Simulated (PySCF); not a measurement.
# CH5FN2Si: the cost of one run

The runs use PySCF 2.14.0, with density-fitted response routines of our own; the level of theory stands in each step. All values are computed, except where a source is named. Atoms count from 0, in the outputs and in this text.

## 1. Starting geometry

10 atoms, charge 0, multiplicity 1; geometry from: GFN2-xTB. The atoms were then displaced at random by about 0.01 Å, so the start is not that level's minimum.

Bonds of the start (Å): C0–N1 1.28, N1–N2 1.36, N2–Si3 1.70, Si3–F4 1.64, C0–H5 1.09, C0–H6 1.07, N2–H7 1.00, Si3–H8 1.46, Si3–H9 1.46.

## 2. Optimising the geometry at PBE0-D3(BJ)/def2-SVP

Job settings and geometry (Å):

```
{"job": {"xc": "PBE0", "basis": "def2-SVP", "d3": "d3bj", "grid": 1, "shake": 0.01, "kind": "geom"}, "charge": 0, "multiplicity": 1}
C      1.852240     0.064060     0.025230
N      1.081270     0.281250    -0.979000
N     -0.268620     0.194660    -0.884100
Si    -1.235320    -0.175050     0.469600
F     -2.714390    -0.091880    -0.236430
H      1.466920    -0.155140     1.016060
H      2.901920     0.173360    -0.134610
H     -0.666230     0.389180    -1.776090
H     -1.121190    -1.541980     0.958310
H     -1.246170     0.840600     1.519970
```

Command:

```
> OMP_NUM_THREADS=1 python probes_run.py task.json out
```

This one command runs all jobs of the session in turn.

**Question.** How long does this first job take on 1 thread of Arm Neoverse N1, shared host, and how much memory does it need?

About 33 s, with a peak of 0.41 GiB.
